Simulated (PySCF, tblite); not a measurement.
**C6H10O2Si2: geometry, infrared bands and NMR shifts**

Aim: predict the infrared bands and NMR shifts of C6H10O2Si2 (`C#C[SiH2][Si@H]1C[C@@H](C(=O)O)C1`).

Programs: tblite 0.8.0 and PySCF 2.14.0, with density-fitted response routines of our own. Each step states its level of theory. These are calculated values for one molecule in the gas phase, unless marked as measured. Atoms count from 0, in the outputs and in this text.

## Step 1: Starting geometry

20 atoms, charge 0, multiplicity 1; geometry from: force field or distance geometry start.

Bonds of the start (Å): C0–C1 1.18, C1–Si2 1.89, Si2–Si3 2.25, Si3–C4 1.87, C4–C5 1.57, C5–C6 1.57, C6–O7 1.23, C6–O8 1.36, C5–C9 1.58, C9–Si3 1.89, C0–H10 1.08, Si2–H11 1.48, Si2–H12 1.49, Si3–H13 1.49, C4–H14 1.10, C4–H15 1.09, C5–H16 1.10, O8–H17 0.97, C9–H18 1.10, C9–H19 1.09.

## Step 2: Relaxing the molecule with GFN2-xTB

The job: settings as JSON, then the geometry in Å.

```
{"job": {"kind": "relax", "xc": "GFN2-xTB", "basis": "xTB"}, "charge": 0, "multiplicity": 1}
C     -4.584000     0.428600    -1.309300
C     -3.774500     0.240400    -0.465900
Si    -2.482600    -0.068800     0.878800
Si    -0.606500    -0.912200    -0.042700
C      0.464500     0.317900    -0.954200
C      1.725900    -0.295200    -0.247300
C      2.907600     0.703600     0.013700
O      2.885200     1.772700     0.621200
O      4.090200     0.280200    -0.502600
C      0.931100    -0.762900     1.041000
H     -5.329400     0.605300    -2.063600
H     -2.191700     1.208500     1.575000
H     -3.042000    -1.002600     1.902200
H     -0.688800    -2.239100    -0.723200
H      0.256500     1.370800    -0.696600
H      0.462200     0.220900    -2.037800
H      2.112600    -1.163900    -0.802900
H      4.707800     0.994000    -0.261400
H      0.850600     0.003200     1.824200
H      1.300200    -1.690800     1.488900
```

Launch:

```bash
> OMP_NUM_THREADS=1 python probes_run.py task.json out
```

This one command runs all jobs of the session in turn.

**Question.** This job is followed by: GFN2-xTB harmonic vibrations, gas phase; GIAO PBE0/pcSseg-1 NMR shielding, non-relativistic, gas phase. What will the session give for the following? strongest single infrared mode (GFN2-xTB); zero-point energy (GFN2-xTB); 13C shifts against TMS (PBE0/pcSseg-1, means over atoms taken as alike); 1H shifts against TMS (PBE0/pcSseg-1, means over atoms taken as alike); 29Si shifts against TMS (PBE0/pcSseg-1); 17O shifts against H2O (PBE0/pcSseg-1).

The runs gave:

```
                                                               quantity                                         value
                              strongest single infrared mode (GFN2-xTB)                         1750 cm⁻¹, 419 km/mol
                                           zero-point energy (GFN2-xTB)                                 87.1 kcal/mol
13C shifts against TMS (PBE0/pcSseg-1, means over atoms taken as alike)            189.8, 103.1, 89.0, 41.7, 17.2 ppm
 1H shifts against TMS (PBE0/pcSseg-1, means over atoms taken as alike)  6.12, 5.27, 4.67, 3.36, 1.87, 1.85, 1.09 ppm
                                29Si shifts against TMS (PBE0/pcSseg-1)                             -22.7, -101.3 ppm
                                 17O shifts against H2O (PBE0/pcSseg-1)                              394.4, 216.0 ppm
```

Over 239 steps the energy fell by 0.664 eV; of the close pairs, C5–C6 changed most, 1.569 to 1.492 Å. All 54 modes are real, so the xTB geometry is a minimum. The strongest single mode, at 1750 cm⁻¹, moves mainly C6 and O7. Unscaled tight-binding wavenumbers are off by several per cent, some by more. Its intensities can rank the bands wrongly. The most deshielded carbon is C6 (carboxylic acid carbon), at 189.8 ppm: it is a carbonyl in resonance with an O or N lone pair, the region of acids, esters and amides. At PBE0/pcSseg-1: Shielding is most anisotropic at O7 (span 503 ppm, paramagnetic term -464 ppm).
